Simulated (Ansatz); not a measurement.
# Ba4Ti3SnO12: the cost of one run

Computed with Ansatz 0.2.0 (DFT, PBE, plane-wave PAW, default files, scalar-relativistic, unless a step's input says otherwise).

1 further run of the same task is left out (it didn't finish).

### Step 1. The system as given

The structure is cubic, space group Im-3m (No. 229). The conventional cell has a = 8.012 Å, b = 8.012 Å, c = 8.012 Å, α = 90.00°, β = 90.00°, γ = 90.00°. Ba (site symmetry -3m) is surrounded by 12 O at 2.83 Å. Sn (site symmetry m-3m) has 6 O at 2.00 Å as nearest neighbours. Ti (site symmetry 4/mmm) has 6 O at 2.00 Å as nearest neighbours. O (site symmetry 4mm) is surrounded by 1 Sn at 2.00 Å and 1 Ti at 2.00 Å and 4 Ba at 2.83 Å. Around O (site symmetry -4m2) lie 2 Ti at 2.00 Å and 4 Ba at 2.83 Å.

As a file:

```
CELL_PARAMETERS angstrom
-4.00600 4.00600 4.00600
4.00600 -4.00600 4.00600
4.00600 4.00600 -4.00600
ATOMIC_POSITIONS crystal
Ba 0.50000 0.50000 0.50000
Ba 0.00000 0.00000 0.50000
Ba 0.00000 0.50000 0.00000
Ba 0.50000 0.00000 0.00000
Sn 0.00000 0.00000 0.00000
Ti 0.50000 0.50000 0.00000
Ti 0.50000 0.00000 0.50000
Ti 0.00000 0.50000 0.50000
O 0.00000 0.25000 0.25000
O 0.50000 0.75000 0.25000
O 0.50000 0.25000 0.75000
O 0.00000 0.75000 0.75000
O 0.25000 0.00000 0.25000
O 0.75000 0.50000 0.25000
O 0.75000 0.00000 0.75000
O 0.25000 0.50000 0.75000
O 0.25000 0.25000 0.00000
O 0.75000 0.75000 0.00000
O 0.75000 0.25000 0.50000
O 0.25000 0.75000 0.50000
```

Atom 5 of the input is the impurity.

### Step 2. First run, atoms as given

input.yaml reads:

```yaml
crystal:
  lattice:
    - [-4.006, 4.006, 4.006]
    - [4.006, -4.006, 4.006]
    - [4.006, 4.006, -4.006]
  atoms:
    - { symbol: Ba, position: [0.5, 0.5, 0.5] }
    - { symbol: Ba, position: [0.0, 0.0, 0.5] }
    - { symbol: Ba, position: [0.0, 0.5, 0.0] }
    - { symbol: Ba, position: [0.5, 0.0, 0.0] }
    - { symbol: Sn, position: [0.0, 0.0, 0.0] }
    - { symbol: Ti, position: [0.5, 0.5, 0.0] }
    - { symbol: Ti, position: [0.5, 0.0, 0.5] }
    - { symbol: Ti, position: [0.0, 0.5, 0.5] }
    - { symbol: O, position: [0.0, 0.25, 0.25] }
    - { symbol: O, position: [0.5, 0.75, 0.25] }
    - { symbol: O, position: [0.5, 0.25, 0.75] }
    - { symbol: O, position: [0.0, 0.75, 0.75] }
    - { symbol: O, position: [0.25, 0.0, 0.25] }
    - { symbol: O, position: [0.75, 0.5, 0.25] }
    - { symbol: O, position: [0.75, 0.0, 0.75] }
    - { symbol: O, position: [0.25, 0.5, 0.75] }
    - { symbol: O, position: [0.25, 0.25, 0.0] }
    - { symbol: O, position: [0.75, 0.75, 0.0] }
    - { symbol: O, position: [0.75, 0.25, 0.5] }
    - { symbol: O, position: [0.25, 0.75, 0.5] }
kpoints:
  mp_grid: { grid: [3, 3, 3] }
scf:
  occupations: { method: fermi_dirac, width: 0.01 }
hamiltonian:
  xc: pbe
  pseudopotentials: { kind: paw }
output:
  forces: true
  stress: true
  populations: true
  efg:
    quadrupole_moments_barn: { Ba: 0.236, Sn: -0.132, Ti: 0.247, O: -0.02558 }
    contact_densities: true
```

The run is started by

```bash
$ ansatz run input.yaml --threads 1 --pin off --max-ram 3072MiB --backend cpu --events-out ev --progress --plain --runs-dir out
```

What time and memory should one allow on 1 thread of Arm Neoverse V2, shared host?

About 13 s, with a peak of 0.71 GiB.
